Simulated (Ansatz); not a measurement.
# BrH: the cost of one run

Computed with Ansatz 0.2.0 (CCSD(T) on Hartree-Fock, Gaussian basis aug-cc-pVDZ, and further levels as typed in the inputs, unless a step's input says otherwise).

### Step 1. The structure to begin with

Bond lengths: H1–Br2 1.414 Å.

Structure file:

```xyz
2

H     0.0000    0.0000    0.0000
Br    0.0000    0.0000    1.4140
```

### Step 2. Batch of points: BrH

The input, input.yaml:

```yaml
basis:
  gaussian: { orbitals: aug-cc-pVDZ }
hamiltonian:
  xc: hf
correlation:
  method: ccsd_t
  frozen_orbitals: { Br: 14, H: 0 }
batch:
  members: [s0.yaml, s1.yaml, s2.yaml, s3.yaml, s4.yaml, s5.yaml, ...]
# s1.yaml, one of 17 members:
crystal:
  periodic: [false, false, false]
  atoms:
    - { symbol: H, position_ang: [0.0, 0.0, 0.0] }
    - { symbol: Br, position_ang: [0.0, 0.0, 1.12] }
```

On the command line:

```sh
> ansatz run input.yaml --threads 4 --pin off --max-ram 14336MiB --backend cpu --events-out ev --progress --plain --runs-dir out
```

**Question.** How long does this run take on 4 threads of Intel Xeon Platinum 8375C at 2.90GHz (Ice Lake), shared host, and how much memory does it need?

About 5.1 s, with a peak of 0.17 GiB.
